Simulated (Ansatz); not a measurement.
# CH5FSnZn: the cost of one run

Method: the settings change from run to run; program: Ansatz 0.2.0, Gaussian basis.

## 1. The relaxed structure

The geometry comes from an earlier relaxation with PBE0-D4 in a triple-zeta def2 set; it is a stationary point, not always the lowest conformer. Sn takes a core potential in def2 sets; no spin-orbit term is included.

SMILES `[CH3][SnH2][Zn][F]`, 9 atoms, charge 0, spin multiplicity 1.

Atoms are counted from 1 here; the program's logs count them from 0.

Bond lengths: C1–Sn2 2.147 Å, C1–H5 1.090 Å, C1–H6 1.090 Å, C1–H7 1.090 Å, Sn2–Zn3 2.544 Å, Sn2–H8 1.712 Å, Sn2–H9 1.713 Å, Zn3–F4 1.767 Å. Angles: Sn2–C1–H5 109.3°, Sn2–C1–H6 110.1°, Sn2–C1–H7 110.1°, H5–C1–H6 109.1°, H5–C1–H7 109.1°, H6–C1–H7 109.1°, C1–Sn2–Zn3 112.3°, C1–Sn2–H8 108.7°, C1–Sn2–H9 108.7°, Zn3–Sn2–H8 109.9°, Zn3–Sn2–H9 109.8°, H8–Sn2–H9 107.2°, Sn2–Zn3–F4 179.4°.

## 2. r2SCAN/def2-TZVP

This run has rVV10 dispersion, high accuracy.

in.yaml reads:

```yaml
crystal:
  periodic: [false, false, false]
  atoms:
    - {symbol: C, position_ang: [0.295140, 1.525111, 0.198529]}
    - {symbol: Sn, position_ang: [0.314251, -0.451637, -0.638262]}
    - {symbol: Zn, position_ang: [-1.088378, -2.086981, 0.715013]}
    - {symbol: F, position_ang: [-2.066094, -3.210423, 1.666348]}
    - {symbol: H, position_ang: [0.910096, 2.181847, -0.416821]}
    - {symbol: H, position_ang: [0.695688, 1.506292, 1.211657]}
    - {symbol: H, position_ang: [-0.723714, 1.910424, 0.224241]}
    - {symbol: H, position_ang: [-0.271491, -0.373786, -2.245585]}
    - {symbol: H, position_ang: [1.934513, -1.000856, -0.715120]}
basis:
  gaussian: {orbitals: def2-TZVP}
hamiltonian: {xc: {name: r2SCAN}, dispersion: rvv10}
accuracy: high
output: {forces: true}
```

Started as:

```bash
ansatz run in.yaml --threads 4 --pin off --events-out ev --progress --plain --max-ram 10444MiB
```

**Question.** How long does this run take on 4 threads of Intel Xeon Platinum 8488C, shared host, and how much memory does it need?

About 20 s, with a peak of 0.97 GiB.
